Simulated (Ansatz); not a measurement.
# CdTeSe4: the cost of one run

Program: Ansatz 0.2.0. Level of theory: DFT PBE, scalar-relativistic, plane waves, PAW. These are calculated values, not measurements.

### Step 1. Starting point

Symmetry: P6/mmm, No. 191, hexagonal system. Conventional cell: a = 5.653 Å, b = 5.653 Å, c = 4.240 Å, α = 90.00°, β = 90.00°, γ = 120.00°. Cd (site symmetry 6/mmm) is surrounded by 2 Te at 2.12 Å. Te (site symmetry 6/mmm) is surrounded by 2 Cd at 2.12 Å. Around Se (site symmetry -6m2) lie 2 Se at 2.12 Å.

Structure file:

```
Cd Te Se
1.0
     5.65276    0.00000    0.00000
    -2.82638    4.89543    0.00000
     0.00000    0.00000    4.24038
Cd Te Se
1 1 4
Direct
  0.00000 0.00000 0.00000
  0.00000 0.00000 0.50000
  0.33333 0.66667 0.00000
  0.66667 0.33333 0.00000
  0.33333 0.66667 0.50000
  0.66667 0.33333 0.50000
```

A structure generator made this guess: random cell by space group and Wyckoff sites (P6/mmm, No. 191). Lengths come from tabulated atomic sizes and are only a guess.

### Step 2. The guess as it stands, on a coarse mesh

File input.yaml:

```yaml
crystal:
  lattice:
    - [5.65275913, 0.0, 0.0]
    - [-2.82637956, 4.89543301, 0.0]
    - [0.0, 0.0, 4.24037539]
  atoms:
    - { symbol: Cd, position: [0.0, 0.0, 0.0] }
    - { symbol: Te, position: [0.0, 0.0, 0.5] }
    - { symbol: Se, position: [0.33333333, 0.66666667, 0.0] }
    - { symbol: Se, position: [0.66666667, 0.33333333, 0.0] }
    - { symbol: Se, position: [0.33333333, 0.66666667, 0.5] }
    - { symbol: Se, position: [0.66666667, 0.33333333, 0.5] }
basis:
  ecutwfc: 420
kpoints:
  mp_grid: { grid: [6, 6, 4] }
hamiltonian:
  xc: pbe
scf:
  occupations: { method: gaussian, width: 0.1 }
  lower_state_search: "off"
output:
  forces: true
  stress: true
  eigenvalues: true
```

Command:

```sh
ansatz run input.yaml --threads 1 --pin off --max-ram 2560MiB --backend cpu --events-out ev --progress --plain --runs-dir out
```

What time and memory should one allow on 1 thread of Intel Xeon at 2.70GHz, shared host?

About 11 s, with a peak of 0.48 GiB.
